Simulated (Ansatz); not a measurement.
# C2H5GaS: up Jacob's ladder to CCSD(T)

One table from this session's results is given with a row withheld; the runs are named, their logs left out.

The runs use Ansatz 0.2.0, Gaussian basis; functionals in def2-TZVPP, the program's frozen cores in correlated methods.

The runs, in order: LDA (SPW92), PBE-D4, revPBE-D4, BLYP-D4, r2SCAN-D4, B97M-V, PBE0-D4, B3LYP-D4, r2SCANh-D4, r2SCAN0-D4, HSE06-D4, BHLYP-D4, CAM-B3LYP-D4, LC-ωPBE, ωB97X-V, ωB97M-V, B2PLYP, PBE-QIDH; CCSD(T)/def2-SVP; CCSD(T)/def2-TZVPP; MP2/def2-QZVPP; extrapolation to the limit; RPA on PBE.

**The geometry**

The geometry comes from an earlier relaxation with PBE0-D4 in a triple-zeta def2 set; it is a stationary point, not always the lowest conformer.

SMILES `C[CH]1[S][GaH]1`, 9 atoms, charge 0, spin multiplicity 1.

Atoms are counted from 1 here; the program's logs count them from 0.

Bond lengths: C1–C2 1.505 Å, C1–H5 1.094 Å, C1–H6 1.092 Å, C1–H7 1.096 Å, C2–S3 1.891 Å, C2–Ga4 1.940 Å, C2–H8 1.088 Å, S3–Ga4 2.169 Å, Ga4–H9 1.533 Å. Angles: C2–C1–H5 110.5°, C2–C1–H6 112.1°, C2–C1–H7 110.8°, H5–C1–H6 108.1°, H5–C1–H7 107.9°, H6–C1–H7 107.3°, C1–C2–S3 115.4°, C1–C2–Ga4 124.6°, C1–C2–H8 113.0°, S3–C2–Ga4 69.0°, S3–C2–H8 109.8°, Ga4–C2–H8 116.3°, C2–S3–Ga4 56.6°, C2–Ga4–S3 54.5°, C2–Ga4–H9 164.3°, S3–Ga4–H9 141.2°.

Set-up of the first run:

Contents of in.yaml:

```yaml
crystal:
  periodic: [false, false, false]
  atoms:
    - {symbol: C, position_ang: [0.392734, 0.607160, -1.013766]}
    - {symbol: C, position_ang: [0.067990, -0.541573, -0.098005]}
    - {symbol: S, position_ang: [1.167716, -0.693801, 1.432770]}
    - {symbol: Ga, position_ang: [-0.978128, -0.390816, 1.528834]}
    - {symbol: H, position_ang: [-0.352554, 0.683589, -1.811457]}
    - {symbol: H, position_ang: [0.420824, 1.560590, -0.482216]}
    - {symbol: H, position_ang: [1.373176, 0.466402, -1.482341]}
    - {symbol: H, position_ang: [0.020894, -1.497608, -0.614949]}
    - {symbol: H, position_ang: [-2.112652, -0.193933, 2.541140]}
basis:
  gaussian: {orbitals: def2-TZVPP}
hamiltonian: {xc: lda}
output: {orbitals: {seedname: orbitals}}
```

The run is started by

```console
> ansatz run in.yaml --threads 2 --pin off --events-out ev --progress --plain --max-ram 4352MiB
```

Steps of the session up to this table: LDA; PBE-D4 (GGA); revPBE-D4 (GGA); BLYP-D4 (GGA); r2SCAN-D4 (meta-GGA); B97M-V (meta-GGA); PBE0-D4 (hybrid); B3LYP-D4 (hybrid); r2SCANh-D4 (hybrid); r2SCAN0-D4 (hybrid); HSE06-D4 (hybrid); BHLYP-D4 (hybrid); CAM-B3LYP-D4 (range-separated); LC-ωPBE (range-separated); ωB97X-V (range-separated); ωB97M-V (range-separated); B2PLYP (double hybrid); PBE-QIDH (double hybrid).

One table of the session follows, with a row left open; its other results are not shown here.

It belongs to the step «Frontier levels by functional». 

```
  functional  HOMO (eV)  LUMO (eV)  gap (eV)
 LDA (SPW92)      -5.64      -2.45      3.19
      PBE-D4      -5.48      -2.19      3.29
   revPBE-D4          ?          ?         ?
     BLYP-D4      -5.34      -2.11      3.22
   r2SCAN-D4      -5.68      -1.95      3.73
      B97M-V      -5.70      -2.13      3.57
     PBE0-D4      -6.51      -1.43      5.08
    B3LYP-D4      -6.32      -1.68      4.64
  r2SCANh-D4      -6.07      -1.68      4.38
  r2SCAN0-D4      -6.65      -1.29      5.36
    HSE06-D4      -6.12      -1.80      4.32
    BHLYP-D4      -7.43      -0.70      6.73
CAM-B3LYP-D4      -7.75      -0.55      7.20
     LC-ωPBE      -9.02       0.59      9.61
     ωB97X-V      -8.70       0.45      9.15
     ωB97M-V      -8.58       0.25      8.83
```

Estimate the missing values for revPBE-D4.

**Answer.** HOMO (eV): -5.42; LUMO (eV): -2.07; gap (eV): 3.35. In the column «HOMO (eV)» it lies between PBE-D4 (-5.48) and BLYP-D4 (-5.34).
